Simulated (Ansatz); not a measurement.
# H10HfN2O4Si: molecular dynamics

Aim: follow the atoms for 80 steps of 1.0 fs with a Nosé-Hoover thermostat, with velocities drawn for 300 K, and see to which side of the barrier the system falls.

The runs use Ansatz 0.2.0, Gaussian basis; PBE0-D4/def2-SVP.

1 further run of the same task is left out (it didn't finish).

### 1 The system as given

The start, a first-order saddle point found at PBE0-D4 in triple zeta: 18 atoms, charge 0, spin multiplicity 1.

Atoms are counted from 1 here; the program's logs count them from 0.

Bond lengths: Si1–N2 1.927 Å, Si1–N3 1.899 Å, Si1–O5 1.737 Å, Si1–Hf6 3.193 Å, Si1–H10 1.490 Å, Si1–H11 1.491 Å, N2–H12 1.011 Å, N2–H13 1.011 Å, N3–Hf6 2.343 Å, N3–H14 1.014 Å, N3–H15 1.014 Å, H4–O5 1.123 Å, O5–Hf6 2.116 Å, Hf6–O7 1.956 Å, Hf6–O8 1.938 Å, Hf6–O9 1.957 Å, O7–H16 0.954 Å, O8–H17 0.951 Å and more. Angles: N2–Si1–N3 161.9°, N2–Si1–O5 77.1°, N2–Si1–Hf6 115.2°, N2–Si1–H10 94.4°, N2–Si1–H11 94.3°, N3–Si1–O5 84.8°, N3–Si1–Hf6 46.7°, N3–Si1–H10 94.8°, N3–Si1–H11 94.6°, O5–Si1–Hf6 38.0°, O5–Si1–H10 119.9°, O5–Si1–H11 120.0°, Hf6–Si1–H10 114.9°, Hf6–Si1–H11 114.2°, H10–Si1–H11 119.9°, Si1–N2–H12 117.7°, Si1–N2–H13 117.6°, H12–N2–H13 108.6° and more.

Coordinates:

```xyz
18
H10HfN2O4Si
Si   -1.0911    0.0189   -1.2301
N    -0.1823    0.5447   -2.8457
N    -1.4370   -0.4267    0.5827
H     0.7359    0.5100   -1.7709
O     0.5462    0.2455   -0.6963
Hf    0.7462   -0.1231    1.3774
O     0.0560    1.1996    2.6417
O     2.6434    0.2694    1.3340
O     0.7035   -1.9660    2.0340
H    -1.5220   -1.3031   -1.7667
H    -2.0350    1.1724   -1.2516
H    -0.1048   -0.1405   -3.5848
H    -0.4315    1.4348   -3.2549
H    -2.1000    0.1848    1.0457
H    -1.7617   -1.3761    0.7277
H     0.4113    1.8381    3.2552
H     3.4998    0.5037    0.9932
H     1.3229   -2.5864    2.4094
```

### 2 The run

md/in.yaml reads:

```yaml
crystal:
  periodic: [false, false, false]
  atoms:
    - {symbol: Si, position_ang: [-1.091103, 0.018942, -1.230075]}
    - {symbol: N, position_ang: [-0.182289, 0.544670, -2.845685]}
    - {symbol: N, position_ang: [-1.436963, -0.426652, 0.582729]}
    - {symbol: H, position_ang: [0.735898, 0.510034, -1.770881]}
    - {symbol: O, position_ang: [0.546235, 0.245526, -0.696302]}
    - {symbol: Hf, position_ang: [0.746224, -0.123067, 1.377415]}
    - {symbol: O, position_ang: [0.056028, 1.199586, 2.641675]}
    - {symbol: O, position_ang: [2.643356, 0.269363, 1.333984]}
    - {symbol: O, position_ang: [0.703511, -1.965971, 2.034007]}
    - {symbol: H, position_ang: [-1.521981, -1.303141, -1.766660]}
    - {symbol: H, position_ang: [-2.034963, 1.172356, -1.251583]}
    - {symbol: H, position_ang: [-0.104764, -0.140510, -3.584840]}
    - {symbol: H, position_ang: [-0.431544, 1.434769, -3.254917]}
    - {symbol: H, position_ang: [-2.100026, 0.184761, 1.045682]}
    - {symbol: H, position_ang: [-1.761738, -1.376103, 0.727683]}
    - {symbol: H, position_ang: [0.411315, 1.838121, 3.255202]}
    - {symbol: H, position_ang: [3.499795, 0.503732, 0.993206]}
    - {symbol: H, position_ang: [1.322908, -2.586416, 2.409361]}
basis:
  gaussian: {orbitals: def2-SVP}
hamiltonian: {xc: pbe0, dispersion: d4}
md: {n_steps: 80, timestep: 1.0, temperature: 300, ensemble: nvt_nose_hoover, seed: 282, initial_velocities: maxwell_boltzmann}
```

Command:

```console
$ ansatz run in.yaml --threads 4 --pin off --events-out ev --progress --plain --max-ram 46080MiB --backend cuda --devices 0, --max-vram 37GiB
```

Before running it: what results should come out? Wanted: temperature at the start; mean temperature, second half; lowest and highest potential energy, from the first frame; largest change of potential + kinetic.

**Answer**, as computed:

```
                                                 quantity              value
                                                   length  80 steps, 80.0 fs
                                 temperature at the start              300 K
                            mean temperature, second half              244 K
lowest and highest potential energy, from the first frame      0 and 429 meV
                    largest change of potential + kinetic          122.7 meV
```

By the last frame it has moved back towards the start side of the step. The thermostat trades energy with the molecule, so the sum of potential and kinetic energy isn't conserved: it changes by +121 meV over the run. The mean temperature of the second half is still well below the 300 K set. The instant temperature ranges from 106 to 300 K, as energy passes between motion and strain.
